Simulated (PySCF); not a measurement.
# C2H6BNS2: the cost of one run

Programs: PySCF 2.14.0, with density-fitted response routines of our own. Each step states its level of theory. These are calculated values for one molecule in the gas phase, unless marked as measured. Atoms count from 0, in the outputs and in this text.

## 1. Starting geometry

12 atoms, charge 0, multiplicity 1; geometry from: PBE0-D3(BJ)/def2-SVP.

Bonds of the start (Å): N0–B1 1.40, B1–S2 1.83, S2–C3 1.83, C3–C4 1.51, C4–S5 1.83, S5–B1 1.82, N0–H6 1.01, N0–H7 1.01, C3–H8 1.10, C3–H9 1.10, C4–H10 1.10, C4–H11 1.10.

## 2. Shielding tensors: PBE0/6-31G*

What the job is given:

```
{"job": {"kind": "nmr", "xc": "PBE0", "basis": "6-31G*", "pop": true}, "charge": 0, "multiplicity": 1}
N      2.510181     0.331621     0.556350
B      1.141734     0.148778     0.334876
S      0.324662    -1.479388     0.448796
C     -1.239528    -0.901930    -0.296289
C     -1.504994     0.524481     0.138201
S      0.011214     1.516341    -0.091334
H      2.943902     1.243526     0.587514
H      3.148087    -0.436126     0.713666
H     -1.153145    -0.966183    -1.392187
H     -2.043720    -1.578757     0.029673
H     -2.306367     0.983198    -0.460765
H     -1.795897     0.564154     1.199323
```

Level: GIAO PBE0/6-31G* NMR shielding, non-relativistic, gas phase.

The run is started by

```console
$ OMP_NUM_THREADS=1 python probes_run.py task.json out
```

This one command runs all jobs of the session in turn.

Q: Estimate the wall time and peak memory of this first job on 1 thread of Arm Neoverse V1, shared host.

About 11 s, with a peak of 0.59 GiB.
